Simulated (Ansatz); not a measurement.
**C3H10GeO: small, medium and large basis sets**

An exercise on one series of results from a longer session: the logs are not shown, and one member is left open.

The runs use Ansatz 0.2.0, Gaussian basis; one geometry, several basis sets.

Plan: PBE0-D4/def2-SVP; ωB97M-V/def2-SVP; PBE0-D4/def2-QZVPP; ωB97M-V/def2-QZVPP; the functionals' def2-TZVPP values are taken from earlier runs.

## Structure used throughout

An earlier PBE0-D4 in a triple-zeta def2 set relaxation fixed the geometry.

SMILES `[CH3][Ge]([CH3])([CH3])[OH]`, 15 atoms, charge 0, spin multiplicity 1.

Atoms are counted from 1 here; the program's logs count them from 0.

Bond lengths: C1–Ge2 1.953 Å, C1–H6 1.092 Å, C1–H7 1.092 Å, C1–H8 1.091 Å, Ge2–C3 1.953 Å, Ge2–C4 1.942 Å, Ge2–O5 1.796 Å, C3–H9 1.092 Å, C3–H10 1.091 Å, C3–H11 1.092 Å, C4–H12 1.092 Å, C4–H13 1.091 Å, C4–H14 1.091 Å, O5–H15 0.959 Å. Angles: Ge2–C1–H6 110.8°, Ge2–C1–H7 110.6°, Ge2–C1–H8 110.1°, H6–C1–H7 108.2°, H6–C1–H8 108.5°, H7–C1–H8 108.6°, C1–Ge2–C3 110.9°, C1–Ge2–C4 112.4°, C1–Ge2–O5 108.8°, C3–Ge2–C4 112.4°, C3–Ge2–O5 108.8°, C4–Ge2–O5 103.2°, Ge2–C3–H9 110.8°, Ge2–C3–H10 110.1°, Ge2–C3–H11 110.6°, H9–C3–H10 108.5°, H9–C3–H11 108.2°, H10–C3–H11 108.6° and more.

The first run:

Input file in.yaml:

```yaml
crystal:
  periodic: [false, false, false]
  atoms:
    - {symbol: C, position_ang: [-1.853697, 0.226721, 0.075129]}
    - {symbol: Ge, position_ang: [0.081973, 0.164081, -0.176691]}
    - {symbol: C, position_ang: [1.011801, 0.351800, 1.530451]}
    - {symbol: C, position_ang: [0.649414, -1.412510, -1.158415]}
    - {symbol: O, position_ang: [0.570127, 1.515300, -1.254070]}
    - {symbol: H, position_ang: [-2.148845, 1.148337, 0.580781]}
    - {symbol: H, position_ang: [-2.189836, -0.616968, 0.681876]}
    - {symbol: H, position_ang: [-2.359398, 0.183739, -0.890734]}
    - {symbol: H, position_ang: [0.714166, 1.273677, 2.034167]}
    - {symbol: H, position_ang: [2.090643, 0.377267, 1.369445]}
    - {symbol: H, position_ang: [0.777937, -0.486982, 2.189772]}
    - {symbol: H, position_ang: [0.410631, -2.321787, -0.603635]}
    - {symbol: H, position_ang: [1.726480, -1.378936, -1.328240]}
    - {symbol: H, position_ang: [0.147039, -1.450940, -2.125973]}
    - {symbol: H, position_ang: [0.349663, 2.376501, -0.894763]}
basis:
  gaussian: {orbitals: def2-SVP}
hamiltonian: {xc: pbe0, dispersion: d4}
output: {orbitals: {seedname: orbitals}}
```

Run with:

```bash
$ ansatz run in.yaml --threads 4 --pin off --events-out ev --progress --plain --max-ram 11315MiB
```

Among the steps run: PBE0-D4 in def2-SVP; ωB97M-V in def2-SVP; PBE0-D4 in def2-QZVPP; ωB97M-V in def2-QZVPP.

One table of the session follows, with a row left open; its other results are not shown here.

It belongs to the step «Density functionals: the series». 

| functional | basis | HOMO (eV) | LUMO (eV) |
| --- | --- | --- | --- |
| PBE0-D4 | def2-SVP | -7.55 | 1.29 |
| PBE0-D4 | def2-TZVPP | -7.71 | 0.69 |
| PBE0-D4 | def2-QZVPP | -7.74 | 0.27 |
| ωB97M-V | def2-SVP | ? | ? |
| ωB97M-V | def2-TZVPP | -10.01 | 2.06 |
| ωB97M-V | def2-QZVPP | -10.04 | 1.41 |

**Question.** Estimate the row for ωB97M-V, def2-SVP.

**Answer.** HOMO (eV): -9.86; LUMO (eV): 2.86. In the column «HOMO (eV)» it lies between ωB97M-V, def2-TZVPP (-10.01) and PBE0-D4, def2-QZVPP (-7.74).
